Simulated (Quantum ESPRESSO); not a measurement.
# NbSi (Fm-3m) in Quantum ESPRESSO: a series of runs, part 2 of 2

Quantum ESPRESSO 7.5.

### Step 4. Phonons, LDA, target pressure 3 GPa, at which the enthalpy is minimised

File pw.in:

```
&CONTROL
  calculation = 'scf'
  prefix = 'pwscf'
  outdir = './tmp'
  pseudo_dir = './pseudo'
  tprnfor = .true.
  tstress = .true.
  disk_io = 'low'
/
&SYSTEM
  ibrav = 0
  nat = 2
  ntyp = 2
  ecutwfc = 45
  ecutrho = 360
  nbnd = 15
  occupations = 'smearing'
  smearing = 'mv'
  degauss = 0.01469973
/
&ELECTRONS
  conv_thr = 4d-10
  electron_maxstep = 120
  mixing_beta = 0.5
/
ATOMIC_SPECIES
Nb    92.9064 nb_lda_v1.uspp.F.UPF
Si    28.0850 si_lda_v1.uspp.F.UPF
CELL_PARAMETERS angstrom
   0.0000000000    2.5738300000    2.5738300000
   2.5738300000    0.0000000000    2.5738300000
   2.5738300000    2.5738300000    0.0000000000
ATOMIC_POSITIONS angstrom
Nb     0.0000000000    0.0000000000    0.0000000000
Si     2.5738300000    2.5738300000    2.5738300000
K_POINTS automatic
9 9 9 0 0 0
```

File relax.in:

```
&CONTROL
  calculation = 'vc-relax'
  prefix = 'pwscf'
  outdir = './tmp'
  pseudo_dir = './pseudo'
  tprnfor = .true.
  tstress = .true.
  disk_io = 'low'
  nstep = 40
  forc_conv_thr = 0.0001
  etot_conv_thr = 1d-06
/
&SYSTEM
  ibrav = 0
  nat = 2
  ntyp = 2
  ecutwfc = 45
  ecutrho = 360
  nbnd = 15
  occupations = 'smearing'
  smearing = 'mv'
  degauss = 0.01469973
/
&ELECTRONS
  conv_thr = 4d-10
  electron_maxstep = 120
  mixing_beta = 0.5
/
&IONS
  ion_dynamics = 'bfgs'
/
&CELL
  cell_dynamics = 'bfgs'
  press = 30
  press_conv_thr = 0.2
/
ATOMIC_SPECIES
Nb    92.9064 nb_lda_v1.uspp.F.UPF
Si    28.0850 si_lda_v1.uspp.F.UPF
CELL_PARAMETERS angstrom
   0.0000000000    2.5738300000    2.5738300000
   2.5738300000    0.0000000000    2.5738300000
   2.5738300000    2.5738300000    0.0000000000
ATOMIC_POSITIONS angstrom
Nb     0.0000000000    0.0000000000    0.0000000000
Si     2.5738300000    2.5738300000    2.5738300000
K_POINTS automatic
9 9 9 0 0 0
```

File scf2.in:

```
&CONTROL
  calculation = 'scf'
  prefix = 'pwscf'
  outdir = './tmp'
  pseudo_dir = './pseudo'
  tprnfor = .true.
  tstress = .true.
  disk_io = 'low'
/
&SYSTEM
  ibrav = 0
  nat = 2
  ntyp = 2
  ecutwfc = 45
  ecutrho = 360
  nbnd = 15
  occupations = 'smearing'
  smearing = 'mv'
  degauss = 0.01469973
/
&ELECTRONS
  conv_thr = 1d-13
  electron_maxstep = 120
  mixing_beta = 0.5
  startingpot = 'file'
  startingwfc = 'file'
/
ATOMIC_SPECIES
Nb    92.9064 nb_lda_v1.uspp.F.UPF
Si    28.0850 si_lda_v1.uspp.F.UPF
CELL_PARAMETERS angstrom
   0.0000000000    2.5169570580    2.5169570580
   2.5169570580    0.0000000000    2.5169570580
   2.5169570580    2.5169570580    0.0000000000
ATOMIC_POSITIONS angstrom
Nb     0.0000000000    0.0000000000    0.0000000000
Si     2.5169570580    2.5169570580    2.5169570580
K_POINTS automatic
9 9 9 0 0 0
```

File ph.in:

```
phonons of NbSi
&INPUTPH
  prefix = 'pwscf'
  outdir = './tmp'
  tr2_ph = 1d-18
  fildyn = 'dyn'
  niter_ph = 90
  alpha_mix(1) = 0.4
/
0.0000000000 0.0000000000 0.0000000000
```

File dynmat.in:

```
&INPUT
  fildyn = 'dyn'
  asr = 'crystal'
  filout = 'dynmat.disp'
  fileig = 'dynmat.eig'
/
```

Potentials or basis: GBRV 1.5 LDA.

Run with:

```bash
$ OMP_NUM_THREADS=1 pw.x -in pw.in > pw.out
$ OMP_NUM_THREADS=1 pw.x -in relax.in > relax.out
$ OMP_NUM_THREADS=1 pw.x -in scf2.in > scf2.out
$ OMP_NUM_THREADS=1 ph.x -in ph.in > ph.out
$ OMP_NUM_THREADS=1 dynmat.x -in dynmat.in > dynmat.out
```

pw.out:

```text
This program is part of the open-source Quantum ESPRESSO suite
     for quantum simulation of materials; please cite
         "P. Giannozzi et al., J. Phys.:Condens. Matter 21 395502 (2009);
         "P. Giannozzi et al., J. Phys.:Condens. Matter 29 465901 (2017);
         "P. Giannozzi et al., J. Chem. Phys. 152 154105 (2020);
     in publications or presentations arising from this work. More details at

     Message from routine setup:
     using ibrav=0 with symmetry is DISCOURAGED, use correct ibrav instead

     G-vector sticks info
     --------------------
     sticks:   dense  smooth     PW     G-vecs:    dense   smooth      PW
     Sum        1159     583    187                26469     9377    1639

     Using Slab Decomposition

     bravais-lattice index     =            0
     lattice parameter (alat)  =       6.8785  a.u.
     unit-cell volume          =     230.1263 (a.u.)^3
     number of atoms/cell      =            2
     number of atomic types    =            2
     number of electrons       =        17.00
     number of Kohn-Sham states=           15
     kinetic-energy cutoff     =      45.0000  Ry
     charge density cutoff     =     360.0000  Ry
     scf convergence threshold =      4.0E-10
     mixing beta               =       0.5000
     number of iterations used =            8  plain     mixing
     Exchange-correlation= SLA  PZ   NOGX NOGC
                           (   1   1   0   0   0   0   0)

     celldm(1)=   6.878500  celldm(2)=   0.000000  celldm(3)=   0.000000
     celldm(4)=   0.000000  celldm(5)=   0.000000  celldm(6)=   0.000000

     crystal axes: (cart. coord. in units of alat)
               a(1) = (   0.000000   0.707107   0.707107 )
               a(2) = (   0.707107   0.000000   0.707107 )
               a(3) = (   0.707107   0.707107   0.000000 )

     reciprocal axes: (cart. coord. in units 2 pi/alat)
               b(1) = ( -0.707107  0.707107  0.707107 )
               b(2) = (  0.707107 -0.707107  0.707107 )
               b(3) = (  0.707107  0.707107 -0.707107 )

     PseudoPot. # 1 for Nb read from file:
     nb_lda_v1.uspp.F.UPF
     Pseudo is Ultrasoft + core correction, Zval = 13.0
     Generated by new atomic code, or converted to UPF format
     Using radial grid of  887 points,  6 beta functions with:
                l(1) =   0
                l(2) =   0
                l(3) =   1
                l(4) =   1
                l(5) =   2
                l(6) =   2
     Q(r) pseudized with  6 coefficients,  rinner =    1.000   1.000   1.000
                                                       1.000   1.000

     PseudoPot. # 2 for Si read from file:
     si_lda_v1.uspp.F.UPF
     Pseudo is Ultrasoft + core correction, Zval =  4.0
     Generated by new atomic code, or converted to UPF format
     Using radial grid of  899 points,  6 beta functions with:
                l(1) =   0
                l(2) =   0
                l(3) =   1
                l(4) =   1
                l(5) =   2
                l(6) =   2
     Q(r) pseudized with  8 coefficients,  rinner =    0.900   0.900   0.900
                                                       0.900   0.900

     atomic species   valence    mass     pseudopotential
     Nb               13.00    92.90640     Nb( 1.00)
     Si                4.00    28.08500     Si( 1.00)

     48 Sym. Ops., with inversion, found

   Cartesian axes

     site n.     atom                  positions (alat units)
         1        Nb     tau(   1) = (   0.0000000   0.0000000   0.0000000  )
         2        Si     tau(   2) = (   0.7071068   0.7071068   0.7071068  )

     number of k points=    35  Marzari-Vanderbilt smearing, width (Ry)=  0.0147
                       cart. coord. in units 2pi/alat
        k(    1) = (   0.0000000   0.0000000   0.0000000), wk =   0.0027435
        k(    2) = (   0.0785674   0.0785674  -0.0785674), wk =   0.0219479
        k(    3) = (   0.1571348   0.1571348  -0.1571348), wk =   0.0219479
        k(    4) = (   0.2357023   0.2357023  -0.2357023), wk =   0.0219479
        k(    5) = (   0.3142697   0.3142697  -0.3142697), wk =   0.0219479
        k(    6) = (   0.1571348   0.0000000  -0.0000000), wk =   0.0164609
[... 27 lines left out ...]
        k(   34) = (  -0.0000000  -0.4714045   0.6285394), wk =   0.0658436
        k(   35) = (  -0.0785674  -0.3928371   0.7071068), wk =   0.0658436

     Dense  grid:    26469 G-vectors     FFT dimensions: (  45,  45,  45)

     Smooth grid:     9377 G-vectors     FFT dimensions: (  30,  30,  30)

     Initial potential from superposition of free atoms

     starting charge      16.9972, renormalised to      17.0000
     Starting wfcs are   17 randomized atomic wfcs

     Self-consistent Calculation

     iteration #  1     ecut=    45.00 Ry     beta= 0.50
     Davidson diagonalization with overlap
     ethr =  1.00E-02,  avg # of iterations =  4.8

     total energy              =    -127.65216689 Ry
     estimated scf accuracy    <       0.30662676 Ry

     iteration #  2     ecut=    45.00 Ry     beta= 0.50
     Davidson diagonalization with overlap
     ethr =  1.80E-03,  avg # of iterations =  2.3

     total energy              =    -127.73913980 Ry
     estimated scf accuracy    <       0.10067489 Ry

     iteration #  3     ecut=    45.00 Ry     beta= 0.50
     Davidson diagonalization with overlap
     ethr =  5.92E-04,  avg # of iterations =  1.4

     total energy              =    -127.75866158 Ry
     estimated scf accuracy    <       0.00181561 Ry

     iteration #  4     ecut=    45.00 Ry     beta= 0.50
     Davidson diagonalization with overlap
     ethr =  1.07E-05,  avg # of iterations =  5.1

     total energy              =    -127.75903474 Ry
     estimated scf accuracy    <       0.00013202 Ry

     iteration #  5     ecut=    45.00 Ry     beta= 0.50
     Davidson diagonalization with overlap
     ethr =  7.77E-07,  avg # of iterations =  2.9
[... 8 lines left out ...]
     total energy              =    -127.75904336 Ry
     estimated scf accuracy    <       0.00000070 Ry

     iteration #  7     ecut=    45.00 Ry     beta= 0.50
     Davidson diagonalization with overlap
     ethr =  4.09E-09,  avg # of iterations =  3.5

     total energy              =    -127.75904385 Ry
     estimated scf accuracy    <       0.00000018 Ry

     iteration #  8     ecut=    45.00 Ry     beta= 0.50
     Davidson diagonalization with overlap
     ethr =  1.04E-09,  avg # of iterations =  1.8

     total energy              =    -127.75904390 Ry
     estimated scf accuracy    <          2.5E-09 Ry

     iteration #  9     ecut=    45.00 Ry     beta= 0.50
     Davidson diagonalization with overlap
     ethr =  1.48E-11,  avg # of iterations =  3.1

     End of self-consistent calculation

          k = 0.0000 0.0000 0.0000 (  1211 PWs)   bands (ev):

   -41.3479 -17.4218 -17.4218 -17.4218   3.1468  12.5185  12.5185  12.5185
    13.0913  13.0913  16.1916  16.1916  16.1916  22.1358  23.0729

          k = 0.0786 0.0786-0.0786 (  1203 PWs)   bands (ev):

   -41.3459 -17.4471 -17.4250 -17.4250   3.3827  12.0939  12.3952  12.3952
    12.9038  12.9038  15.9442  16.9768  16.9768  22.4958  23.6967

          k = 0.1571 0.1571-0.1571 (  1179 PWs)   bands (ev):

   -41.3408 -17.5107 -17.4329 -17.4329   4.0598  11.0012  11.6308  11.6308
    13.4016  13.4016  15.6290  18.5902  18.5902  21.9833  24.7699

          k = 0.2357 0.2357-0.2357 (  1167 PWs)   bands (ev):

   -41.3350 -17.5819 -17.4420 -17.4420   5.0877   9.5999  10.9861  10.9861
    14.2110  14.2110  15.6848  20.0354  20.2908  20.2908  22.9903

          k = 0.3143 0.3143-0.3143 (  1176 PWs)   bands (ev):

   -41.3312 -17.6279 -17.4480 -17.4480   6.2636   8.2287  10.6446  10.6446
    14.9271  14.9271  16.1183  18.4523  20.8212  20.8212  22.6382

          k = 0.1571 0.0000-0.0000 (  1195 PWs)   bands (ev):

   -41.3452 -17.4460 -17.4307 -17.4307   3.4550  12.0045  12.2254  12.5112
    12.5112  13.2016  16.5343  16.5343  17.0739  22.6793  24.0504

          k = 0.2357 0.0786-0.0786 (  1179 PWs)   bands (ev):
[... 124 lines left out ...]
          k =-0.0000-0.3143 0.4714 (  1172 PWs)   bands (ev):

   -41.3285 -17.5767 -17.5214 -17.4646   5.9401   9.2313  10.4395  11.0709
    14.2936  15.2657  16.1668  16.8936  19.6092  21.6519  23.0314

          k =-0.0786-0.5500 0.7071 (  1168 PWs)   bands (ev):

   -41.3259 -17.5940 -17.5081 -17.4956   5.6007  10.1276  10.5070  12.0281
    14.1246  15.3271  15.7202  15.9242  17.5657  21.3729  24.4564

          k =-0.0000-0.4714 0.6285 (  1169 PWs)   bands (ev):

   -41.3254 -17.5786 -17.5351 -17.4922   5.8712  10.1106  10.2736  11.3859
    14.2558  15.3984  16.0369  16.2497  17.3905  22.5287  24.1343

          k =-0.0786-0.3928 0.7071 (  1170 PWs)   bands (ev):

   -41.3256 -17.5673 -17.5412 -17.4951   5.9943   9.9362  10.3154  10.9753
    14.9283  15.1869  16.0039  16.0314  17.7404  23.2116  24.5419

     the Fermi energy is    13.7531 ev

!    total energy              =    -127.75904390 Ry
     estimated scf accuracy    <          2.8E-10 Ry
     smearing contrib. (-TS)   =       0.00026444 Ry
     internal energy E=F+TS    =    -127.75930834 Ry

     The total energy is F=E-TS. E is the sum of the following terms:
     one-electron contribution =     -27.23924035 Ry
     hartree contribution      =      21.01866169 Ry
     xc contribution           =     -22.69368840 Ry
     ewald contribution        =     -98.84504128 Ry

     convergence has been achieved in   9 iterations

     Forces acting on atoms (cartesian axes, Ry/au):

     atom    1 type  1   force =     0.00000000    0.00000000    0.00000000
     atom    2 type  2   force =    -0.00000000   -0.00000000   -0.00000000

     Total force =     0.000000     Total SCF correction =     0.000000

     Computing stress (Cartesian axis) and pressure

          total   stress  (Ry/bohr**3)                   (kbar)     P=      -75.63
  -0.00051413   0.00000000   0.00000000          -75.63        0.00        0.00
   0.00000000  -0.00051413   0.00000000            0.00      -75.63        0.00
   0.00000000   0.00000000  -0.00051413            0.00        0.00      -75.63

=------------------------------------------------------------------------------=
   JOB DONE.
=------------------------------------------------------------------------------=
```

It took 4.5 min on 1 thread of Arm Neoverse V1, shared host; peak memory 0.13 GiB.

What came out:

```yaml
Free_energy: -1738.2834 eV
Relaxed_volume: 15.95 Å³/atom
Relaxed_cell: a = 3.560 Å, b = 3.560 Å, c = 3.560 Å, α = 60.00°, β = 60.00°, γ = 60.00°
Space_group_after_relaxing_to_0.05_Å: Fm-3m (No. 225)
Pressure_after_relaxing: 3.0 GPa
Band_gap_on_the_k_mesh: none (metal or under the smearing width)
Highest_phonon_frequency_at_Γ: 397 cm⁻¹
```

Step by step:
```tsv
step	energy change (eV)	largest force (eV/Å)	pressure (GPa)	volume (Å³)
1	0.0000	0.0000	-7.56	34.10
2	-0.0401	0.0000	0.78	32.30
3	-0.0345	0.0000	3.23	31.85
4	-0.0353	0.0000	3.00	31.89
5	-0.0353	0.0000	3.00	31.89
```

Final structure:
```
Nb Si
1.0
     0.00000    2.51696    2.51696
     2.51696    0.00000    2.51696
     2.51696    2.51696    0.00000
Nb Si
1 1
Cartesian
  0.0000 0.0000 0.0000
  2.5170 2.5170 2.5170
```

Levels at points of the mesh, in eV from the Fermi level:
```
           k point  band 7  band 8  band 9  band 10  band 11  band 12
(0.00, 0.00, 0.00)   -1.40   -1.40   -0.75    -0.75     2.60     2.60
```

Phonon frequencies in cm⁻¹ (negative: imaginary):
```
              q point           frequencies
(0.000, 0.000, 0.000)  -7 -7 -7 397 397 397
```

Optical modes at Γ, degenerate ones joined:
| cm⁻¹ | components | symmetry | active in |
| --- | --- | --- | --- |
| 397 | 3 | T1u | IR |

### Step 5. Summary

```tsv
cell	gap on the mesh (eV)	pressure (GPa)
relaxed to -3 GPa	none	-3.0
relaxed	none	0.0
relaxed to 3 GPa	none	3.0
```

Alike in all rows: task phonons; level LDA; potentials or basis GBRV 1.5 LDA; no spin polarisation; k mesh 9 × 9 × 9; cutoff (eV) 612; smearing cold 0.2 eV.

Caveats: the cell is more than 3 GPa from zero pressure, which shifts response properties (some runs).

Absolute energies hang on the potentials; compare differences alone.
